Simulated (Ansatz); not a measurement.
# GeH₂F₂: basis-set convergence

One table from this session's results is given with a row withheld; the runs are named, their logs left out.

Program: Ansatz 0.2.0, Gaussian basis. Level of theory: one geometry, several basis sets. These are calculated values, not measurements.

Levels to be run: PBE0-D4/def2-SVP; ωB97M-V/def2-SVP; PBE0-D4/def2-QZVPP; ωB97M-V/def2-QZVPP; the functionals' def2-TZVPP values are taken from earlier runs.

### The geometry

All runs share one geometry, relaxed beforehand with PBE0-D4 in a triple-zeta def2 set.

SMILES `[F][GeH2][F]`, 5 atoms, charge 0, spin multiplicity 1.

Atoms are counted from 1 here; the program's logs count them from 0.

Bond lengths: F1–Ge2 1.724 Å, Ge2–F3 1.724 Å, Ge2–H4 1.527 Å, Ge2–H5 1.527 Å. Angles: F1–Ge2–F3 105.0°, F1–Ge2–H4 107.9°, F1–Ge2–H5 107.9°, F3–Ge2–H4 107.9°, F3–Ge2–H5 107.9°, H4–Ge2–H5 119.3°.

Set-up of the first run:

Contents of in.yaml:

```yaml
crystal:
  periodic: [false, false, false]
  atoms:
    - {symbol: F, position_ang: [-0.572571, 0.228493, 1.525849]}
    - {symbol: Ge, position_ang: [0.103008, -0.071258, -0.032167]}
    - {symbol: F, position_ang: [-0.974542, 0.694212, -1.139690]}
    - {symbol: H, position_ang: [0.047339, -1.576181, -0.286710]}
    - {symbol: H, position_ang: [1.446566, 0.651034, -0.108582]}
basis:
  gaussian: {orbitals: def2-SVP}
hamiltonian: {xc: pbe0, dispersion: d4}
output: {orbitals: {seedname: orbitals}}
```

Steps of the session up to this table: PBE0-D4 in def2-SVP; ωB97M-V in def2-SVP; PBE0-D4 in def2-QZVPP; ωB97M-V in def2-QZVPP.

One of the session's tables, all rows but one given; the rest of the session is left out.

It belongs to the step «Density functionals: the series». 

| functional | basis | HOMO (eV) | LUMO (eV) |
| --- | --- | --- | --- |
| PBE0-D4 | def2-SVP | -9.92 | 0.32 |
| PBE0-D4 | def2-TZVPP | -10.04 | -0.01 |
| PBE0-D4 | def2-QZVPP | -10.08 | -0.26 |
| ωB97M-V | def2-SVP | -12.16 | 2.27 |
| ωB97M-V | def2-TZVPP | -12.32 | 1.85 |
| ωB97M-V | def2-QZVPP | ? | ? |

**Question.** Estimate the row for ωB97M-V, def2-QZVPP.

**Answer.** HOMO (eV): -12.36; LUMO (eV): 1.36. In the column «HOMO (eV)» it is the lowest.
